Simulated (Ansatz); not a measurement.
# GaLi: the cost of one run

Program: Ansatz 0.2.0, Gaussian basis. Level of theory: the settings change from run to run. These are calculated values, not measurements.

42 further runs of the same task are left out: 18 for a known fault of the program, 2 for a mislabelled method, 15 that didn't finish, 7 set aside as unsound or not needed.

**1. The system**

The geometry derives from a PBE0/def2-TZVP stationary point (not a proven minimum). One bond is set to the value named and the two fragments are kept rigid. No spin-orbit coupling is included. The filled d shell of Ga may be among the frozen orbitals whatever the setting's name suggests; the logs give the count.

2 atoms, charge 0, spin multiplicity 1.

Atoms are counted from 1 here; the program's logs count them from 0.

Bond lengths: Ga1–Li2 2.289 Å.

**2. CISD/cc-pVTZ**

Input file in.yaml:

```yaml
crystal:
  periodic: [false, false, false]
  atoms:
    - {symbol: Ga, position_ang: [0.000000, 0.000000, 0.000000]}
    - {symbol: Li, position_ang: [0.000000, 0.000000, 2.289000]}
basis:
  gaussian: {orbitals: cc-pVTZ}
correlation: {active_space: {ras: {orbitals: [8, 0, 56], electrons: 16, max_holes: 2, max_particles: 2}, fixed_orbitals: true}}
scf: {lower_state_search: off}
output: {forces: true}
```

Started as:

```sh
> ansatz run in.yaml --threads 1 --pin off --events-out ev --progress --plain --max-ram 2393MiB
```

What time and memory should one allow on 1 thread of Arm Neoverse V2, shared host?

About 8 s, with a peak of 0.53 GiB.
